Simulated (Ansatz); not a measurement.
# C2H3Ga: one species, many methods

The task here is to estimate one member of a computed series from the others.

The runs use Ansatz 0.2.0, Gaussian basis; functionals in def2-TZVPP, the program's frozen cores in correlated methods.

The runs, in order: LDA (SPW92), PBE-D4, revPBE-D4, BLYP-D4, r2SCAN-D4, B97M-V, PBE0-D4, B3LYP-D4, r2SCANh-D4, r2SCAN0-D4, HSE06-D4, BHLYP-D4, CAM-B3LYP-D4, LC-ωPBE, ωB97X-V, ωB97M-V, B2PLYP, PBE-QIDH; CCSD(T)/def2-SVP; CCSD(T)/def2-TZVPP; MP2/def2-QZVPP; extrapolation to the limit; RPA on PBE.

## Structure used throughout

An earlier PBE0-D4 in a triple-zeta def2 set relaxation fixed the geometry.

SMILES `[CH]1=[CH][GaH]1`, 6 atoms, charge 0, spin multiplicity 1.

Atoms are counted from 1 here; the program's logs count them from 0.

Bond lengths: C1–C2 1.355 Å, C1–Ga3 1.889 Å, C1–H4 1.089 Å, C2–Ga3 1.889 Å, C2–H5 1.089 Å, Ga3–H6 1.527 Å. Angles: C2–C1–Ga3 69.0°, C2–C1–H4 131.0°, Ga3–C1–H4 160.0°, C1–C2–Ga3 69.0°, C1–C2–H5 131.0°, Ga3–C2–H5 160.0°, C1–Ga3–C2 42.0°, C1–Ga3–H6 159.0°, C2–Ga3–H6 159.0°.

The first run:

in.yaml reads:

```yaml
crystal:
  periodic: [false, false, false]
  atoms:
    - {symbol: C, position_ang: [-0.629331, -0.543691, -0.312250]}
    - {symbol: C, position_ang: [0.563402, -0.026596, -0.694694]}
    - {symbol: Ga, position_ang: [0.091077, 0.566605, 1.034983]}
    - {symbol: H, position_ang: [-1.315936, -1.213470, -0.828098]}
    - {symbol: H, position_ang: [1.134308, -0.151175, -1.613757]}
    - {symbol: H, position_ang: [0.198481, 1.304326, 2.367516]}
basis:
  gaussian: {orbitals: def2-TZVPP}
hamiltonian: {xc: lda}
output: {orbitals: {seedname: orbitals}}
```

Run with:

```sh
> ansatz run in.yaml --threads 2 --pin off --events-out ev --progress --plain --max-ram 4352MiB
```

Among the steps run: LDA; PBE-D4 (GGA); revPBE-D4 (GGA); BLYP-D4 (GGA); r2SCAN-D4 (meta-GGA); B97M-V (meta-GGA); PBE0-D4 (hybrid); B3LYP-D4 (hybrid); r2SCANh-D4 (hybrid); r2SCAN0-D4 (hybrid); HSE06-D4 (hybrid); BHLYP-D4 (hybrid); CAM-B3LYP-D4 (range-separated); LC-ωPBE (range-separated); ωB97X-V (range-separated); ωB97M-V (range-separated); B2PLYP (double hybrid); PBE-QIDH (double hybrid).

One table of the session follows, with a row left open; its other results are not shown here.

It belongs to the step «Frontier levels by functional». 

| functional | HOMO (eV) | gap (eV) |
| --- | --- | --- |
| LDA (SPW92) | -5.29 | 3.47 |
| PBE-D4 | -5.17 | 3.59 |
| revPBE-D4 | -5.11 | 3.65 |
| BLYP-D4 | -5.05 | 3.53 |
| r2SCAN-D4 | -5.37 | 4.14 |
| B97M-V | -5.39 | 3.94 |
| PBE0-D4 | -6.24 | 5.48 |
| B3LYP-D4 | -6.07 | 5.03 |
| r2SCANh-D4 | ? | ? |
| r2SCAN0-D4 | -6.38 | 5.83 |
| HSE06-D4 | -5.85 | 4.72 |
| BHLYP-D4 | -7.25 | 7.24 |
| CAM-B3LYP-D4 | -7.54 | 7.66 |
| LC-ωPBE | -8.82 | 10.10 |
| ωB97X-V | -8.50 | 9.64 |
| ωB97M-V | -8.38 | 9.28 |

**Question.** Estimate the row for r2SCANh-D4.

Worked estimate for «HOMO (eV)». Against the share of exact exchange, r2SCAN-D4 (0, -5.37), r2SCAN0-D4 (0.25, -6.38) give a slope of -4.04 per unit share; at 0.1 the line stands at -5.77.

**Answer.** HOMO (eV): -5.77; gap (eV): 4.82. In «HOMO (eV)» the line misses by 0.00.
